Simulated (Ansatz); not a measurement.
# C₅H₈BFO₃: vertical ionisation energy

One table from this session's results is given with a row withheld; the runs are named, their logs left out.

Computed with Ansatz 0.2.0, Gaussian basis. Level: unrestricted cation, the program's frozen cores in correlated methods.

Levels to be run: UKS PBE-D4/def2-TZVPP; UKS r2SCAN-D4/def2-TZVPP; UKS PBE0-D4/def2-TZVPP; UKS B3LYP-D4/def2-TZVPP; UKS wB97X-V/def2-TZVPP; UKS wB97M-V/def2-TZVPP; UKS B2PLYP/def2-TZVPP; UHF-CCSD(T)/def2-TZVPP; UHF-MP2/def2-QZVPP; extrapolation to the limit; then −ε(HOMO) from the neutral's earlier runs with LDA (SPW92), PBE-D4, revPBE-D4, BLYP-D4, r2SCAN-D4, B97M-V, PBE0-D4, B3LYP-D4, r2SCANh-D4, r2SCAN0-D4, HSE06-D4, BHLYP-D4, CAM-B3LYP-D4, LC-ωPBE, ωB97X-V, ωB97M-V.

### The geometry

The geometry comes from an earlier relaxation with PBE0-D4 in a triple-zeta def2 set; it is a stationary point, not always the lowest conformer.

SMILES `CC1=CC(C)=[O+][B-](O)(F)O1`, 18 atoms, charge 0, spin multiplicity 1.

Atoms are counted from 1 here; the program's logs count them from 0.

Bond lengths: C1–C2 1.486 Å, C1–H11 1.092 Å, C1–H12 1.093 Å, C1–H13 1.088 Å, C2–C3 1.389 Å, C2–O10 1.278 Å, C3–C4 1.389 Å, C3–H14 1.079 Å, C4–C5 1.486 Å, C4–O6 1.278 Å, C5–H15 1.088 Å, C5–H16 1.092 Å, C5–H17 1.093 Å, O6–B7 1.536 Å, B7–O8 1.390 Å, B7–F9 1.366 Å, B7–O10 1.536 Å, O8–H18 0.957 Å. Angles: C2–C1–H11 109.4°, C2–C1–H12 108.8°, C2–C1–H13 112.1°, H11–C1–H12 107.0°, H11–C1–H13 109.9°, H12–C1–H13 109.6°, C1–C2–C3 122.4°, C1–C2–O10 115.6°, C3–C2–O10 122.0°, C2–C3–C4 118.4°, C2–C3–H14 120.6°, C4–C3–H14 120.6°, C3–C4–C5 122.4°, C3–C4–O6 122.0°, C5–C4–O6 115.6°, C4–C5–H15 112.1°, C4–C5–H16 109.4°, C4–C5–H17 108.8° and more.

Set-up of the first run:

in.yaml reads:

```yaml
crystal:
  periodic: [false, false, false]
  atoms:
    - {symbol: C, position_ang: [1.646985, -1.885049, -0.957562]}
    - {symbol: C, position_ang: [0.867465, -0.799108, -0.308502]}
    - {symbol: C, position_ang: [-0.210737, -0.182905, -0.930865]}
    - {symbol: C, position_ang: [-0.996689, 0.685520, -0.183986]}
    - {symbol: C, position_ang: [-2.276950, 1.240050, -0.695551]}
    - {symbol: O, position_ang: [-0.681418, 1.030373, 1.005297]}
    - {symbol: B, position_ang: [0.726865, 0.784922, 1.566652]}
    - {symbol: O, position_ang: [0.705161, 0.641519, 2.948986]}
    - {symbol: F, position_ang: [1.515849, 1.812611, 1.133867]}
    - {symbol: O, position_ang: [1.230333, -0.491739, 0.877537]}
    - {symbol: H, position_ang: [1.664465, -2.759294, -0.303054]}
    - {symbol: H, position_ang: [2.681939, -1.553473, -1.075522]}
    - {symbol: H, position_ang: [1.239025, -2.158131, -1.928770]}
    - {symbol: H, position_ang: [-0.501974, -0.464748, -1.930797]}
    - {symbol: H, position_ang: [-2.533592, 0.841867, -1.675243]}
    - {symbol: H, position_ang: [-3.076490, 1.021182, 0.015540]}
    - {symbol: H, position_ang: [-2.190459, 2.328199, -0.754279]}
    - {symbol: H, position_ang: [0.152720, -0.080296, 3.247848]}
basis:
  gaussian: {orbitals: def2-TZVPP}
total_charge: 1
magnetization: {spin_polarized: true, initial_magnetization: 1}
hamiltonian: {xc: pbe, dispersion: d4}
```

Launch:

```console
> ansatz run in.yaml --threads 4 --pin off --events-out ev --progress --plain --max-ram 63488MiB --backend cuda --devices 0, --max-vram 37GiB
```

Among the steps run: Cation, UKS PBE-D4/def2-TZVPP; Cation, UKS r2SCAN-D4/def2-TZVPP; Cation, UKS PBE0-D4/def2-TZVPP; Cation, UKS B3LYP-D4/def2-TZVPP; Cation, UKS wB97X-V/def2-TZVPP; Cation, UKS wB97M-V/def2-TZVPP; Cation, UKS B2PLYP (frozen core)/def2-TZVPP; Cation, UHF-CCSD(T)/def2-TZVPP; Cation, UHF-MP2/def2-QZVPP.

One table of the session follows, with a row left open; its other results are not shown here.

It belongs to the step «Ionisation energies side by side». For comparison, −ε(HOMO) of the neutral from earlier runs:

| functional | −ε(HOMO) (eV) |
| --- | --- |
| LDA (SPW92) | 6.76 |
| PBE-D4 | 6.54 |
| revPBE-D4 | 6.46 |
| BLYP-D4 | 6.41 |
| r2SCAN-D4 | 6.77 |
| B97M-V | 6.80 |
| PBE0-D4 | 7.70 |
| B3LYP-D4 | 7.50 |
| r2SCANh-D4 | 7.21 |
| r2SCAN0-D4 | 7.87 |
| HSE06-D4 | 7.30 |
| BHLYP-D4 | 8.75 |
| CAM-B3LYP-D4 | 9.00 |
| LC-ωPBE | 10.25 |
| ωB97X-V | ? |
| ωB97M-V | 9.85 |

Estimate the missing values for ωB97X-V.

The run gave: −ε(HOMO) (eV): 9.93. In the column «−ε(HOMO) (eV)» it lies between ωB97M-V (9.85) and LC-ωPBE (10.25).
